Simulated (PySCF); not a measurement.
**[Gd(NO3)]2+: other functionals and bases at one geometry**

One table from this session's results is given with a row withheld; the runs are named, their logs left out.

Computed with PySCF 2.14.0. Level: several levels, as the steps say, no spin–orbit coupling.

6 further runs of the same task are left out: 2 for a known fault of the program, 3 that didn't finish, 1 set aside as unsound or not needed.

### Starting geometry

5 atoms, charge 2, spin multiplicity 1.

Bond lengths: Gd1–O2 2.175 Å, Gd1–O3 2.175 Å, Gd1–N4 2.677 Å, O2–N4 1.354 Å, O3–N4 1.354 Å, N4–O5 1.160 Å. Angles: O2–Gd1–O3 60.4°, O2–Gd1–N4 30.2°, O3–Gd1–N4 30.2°, Gd1–O2–N4 95.9°, Gd1–O3–N4 95.9°, Gd1–N4–O2 53.9°, Gd1–N4–O3 53.9°, Gd1–N4–O5 180.0°, O2–N4–O3 107.9°, O2–N4–O5 126.1°, O3–N4–O5 126.1°.

Coordinates:

```xyz
5
charge 2, multiplicity 1
Gd    0.00000    0.00000   -0.56791
O     1.09423    0.00000    1.31224
O    -1.09423    0.00000    1.31224
N     0.00000    0.00000    2.10897
O     0.00000    0.00000    3.26906
```

Formal oxidation states: Gd +3. Each metal's 7 4f electrons lie in its core potential, so multiplicities, spins and levels count the valence alone. An earlier session relaxed this geometry at TPSS, Gd lcecp-1-SVP with ECP53, O def2-SVP, N def2-SVP (singlet, point group C2v).

At TPSS on the finer grid: E = -315.397388 Eh, HOMO -18.64 eV, LUMO -14.42 eV, Mulliken charge on Gd1 +1.95 e, largest force component 0.019 eV/Å. 

Levels to run: wB97X; HF; BLYP; B3LYP; TPSS, TZVP. Hardware: 2 threads of Arm Neoverse V1, shared host.

Set-up of the first run:

run.py (the lines that set the calculation)

```python
mol = gto.M(atom='''
Gd     0.00000     0.00000    -0.56791
O      1.09423     0.00000     1.31224
O     -1.09423     0.00000     1.31224
N      0.00000     0.00000     2.10897
O      0.00000     0.00000     3.26906''',
    basis={'Gd': 'lcecp-1-SVP', 'O': 'def2-SVP', 'N': 'def2-SVP'},
    ecp={'Gd': 'lcecp-1-SVP'},
    charge=2, spin=0)
mf = dft.RKS(mol, xc='WB97X')
mf.grids.atom_grid = (75, 302)  # f atoms: unpruned, at least (60, 302)
mf = mf.density_fit()  # fitting sets: Gd AutoAux, O def2-universal-JKFIT, N def2-universal-JKFIT
mf.conv_tol = 1e-08; mf.max_cycle = 55
mf.kernel(dm0)  # dm0: the density of the relaxed state
```

Started as:

```console
$ OMP_NUM_THREADS=2 python run.py
```

Among the steps run: wB97X; HF; BLYP; B3LYP; TPSS, TZVP.

One table of the session follows, with a row left open; its other results are not shown here.

| level | HOMO (eV) | gap (eV) | charge on Gd1 (e) | dipole (D) | largest force component (eV/Å) |
| --- | --- | --- | --- | --- | --- |
| TPSS (relaxed here) | -18.64 | 4.22 | 1.95 | 5.81 | 0.02 |
| wB97X | -22.52 | 11.14 | 2.05 | 6.86 | 2.04 |
| HF | -24.17 | 13.26 | 2.28 | 8.01 | 5.37 |
| BLYP | -18.43 | 3.76 | 1.88 | 5.51 | 0.67 |
| B3LYP | ? | ? | ? | ? | ? |
| TPSS, TZVP | -18.49 | 4.22 | 2.05 | 5.80 | 0.54 |

Q: Estimate the row for B3LYP from the others.

As computed: HOMO (eV): -19.95; gap (eV): 5.77; charge on Gd1 (e): 1.98; dipole (D): 6.19; largest force component (eV/Å): 1.10. In the column «HOMO (eV)» it lies between wB97X (-22.52) and TPSS (relaxed here) (-18.64).

The dipole of a charged species depends on the origin, so these sizes hold for this origin alone.

In one basis the HOMO–LUMO gap runs from 3.76 eV (BLYP) to 13.26 eV (HF). The largest leftover force, 5.37 eV/Å with HF, stands at a geometry relaxed at another level. With 4f in the core, its levels are missing from HOMO and gap, and its count is fixed, so no charge can pass from the ligands into it. Total energies of different levels can't be compared.
